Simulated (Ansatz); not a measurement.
# CH2BrF (SMILES FCBr): a rigid scan of the angle Br3–C2–F1

An exercise on one series of results from a longer session: the logs are not shown, and one member is left open.

Computed with Ansatz 0.2.0, Gaussian basis. Level: single points in def2-TZVPP.

Levels: PBE-D4, r2SCAN-D4, PBE0-D4, B3LYP-D4, wB97M-V, Hartree-Fock, MP2, CCSD, CCSD(T). The scan takes 80.7, 88.2, 95.7, 103.2, 110.7, 118.2, 125.7, 133.2, 140.7°.

Correlated methods freeze the cores. Filled d shells of the heavier atoms are correlated. B3LYP uses VWN-RPA correlation.

28 further runs of the same task are left out: 28 set aside as unsound or not needed.

## Starting geometry

The minimum, relaxed at PBE0-D4: SMILES `FCBr`, 5 atoms, charge 0, spin multiplicity 1.

Atoms are counted from 1 here; the program's logs count them from 0.

Bond lengths: F1–C2 1.352 Å, C2–Br3 1.935 Å, C2–H4 1.088 Å, C2–H5 1.088 Å. Angles: F1–C2–Br3 110.7°, F1–C2–H4 109.8°, F1–C2–H5 109.8°, Br3–C2–H4 106.9°, Br3–C2–H5 106.9°, H4–C2–H5 112.8°.

Geometry (Å):

```mol
CH2BrF
  3D, bonds by distance, orders not assigned

  5  4  0  0  0  0  0  0  0  0999 V2000
    0.6869    1.1707    0.1630 F   0  0
    0.1500   -0.0667    0.0766 C   0  0
   -1.5449   -0.0125   -0.8552 Br  0  0
    0.8077   -0.7136   -0.5004 H   0  0
   -0.0497   -0.4515    1.0746 H   0  0
  1  2  8  0
  2  3  8  0
  2  4  8  0
  2  5  8  0
M  END
```

Energies of the minimum (eV), from earlier single points: PBE-D4 -73819.80290, r2SCAN-D4 -73832.04421, PBE0-D4 -73822.29662, B3LYP-D4 -73835.18553, wB97M-V -73829.05885, CCSD(T) -73788.35654.

At the minimum the angle Br3–C2–F1 is 110.7°.

The first run:

ccsdt-tzvpp/in.yaml

```yaml
crystal:
  periodic: [false, false, false]
  atoms:
    - {symbol: F, position_ang: [0.686867, 1.170676, 0.162973]}
    - {symbol: C, position_ang: [0.149967, -0.066714, 0.076580]}
    - {symbol: Br, position_ang: [-1.227336, 0.936445, -0.840164]}
    - {symbol: H, position_ang: [0.807725, -0.713598, -0.500416]}
    - {symbol: H, position_ang: [-0.049735, -0.451517, 1.074615]}
basis:
  gaussian: {orbitals: def2-TZVPP}
correlation: {method: ccsd_t}
```

The command line of these runs was not kept.

Steps of the session up to this table: Br3–C2–F1 = 80.7°; Br3–C2–F1 = 88.2°; Br3–C2–F1 = 95.7°; Br3–C2–F1 = 103.2°; Br3–C2–F1 = 110.7°; Br3–C2–F1 = 118.2°; Br3–C2–F1 = 125.7°; Br3–C2–F1 = 133.2°; Br3–C2–F1 = 140.7°.

One of the session's tables, all rows but one given; the rest of the session is left out.

It belongs to the step «The curves». Energies less that of the minimum at the same level (meV):

| angle (°) | PBE-D4 | PBE0-D4 | B3LYP-D4 | wB97M-V | Hartree-Fock |
| --- | --- | --- | --- | --- | --- |
| 80.7 | 1639 | 1630 | 1658 | 1616 | 1743 |
| 88.2 | 827 | 815 | 829 | 799 | 858 |
| 95.7 | ? | ? | ? | ? | ? |
| 103.2 | 83 | 76 | 78 | 69 | 69 |
| 110.7 (minimum) | 0 | 0 | 0 | 0 | 0 |
| 110.7 | 0 | 0 | 0 | 0 | 0 |
| 118.2 | 59 | 69 | 69 | 76 | 93 |
| 125.7 | 242 | 266 | 267 | 280 | 329 |
| 133.2 | 542 | 583 | 585 | 603 | 700 |
| 140.7 | 955 | 1017 | 1020 | 1044 | 1202 |

**Question.** Estimate the row for angle (°) = 95.7.

Worked estimate for «PBE-D4». A straight line through the neighbours (88.2, 827) and (103.2, 83) gives 827 + (83 − 827) × (95.7 − 88.2) / (103.2 − 88.2) = 455; a parabola fitted to 4 rows on both sides gives 334.

The run gave: PBE-D4: 340; PBE0-D4: 329; B3LYP-D4: 335; wB97M-V: 316; Hartree-Fock: 335. In «PBE-D4» the line misses by +115 and the parabola by -6.

To keep in mind: A polynomial through the near points puts the CCSD(T) minimum 0.3° below the PBE0-D4 value.
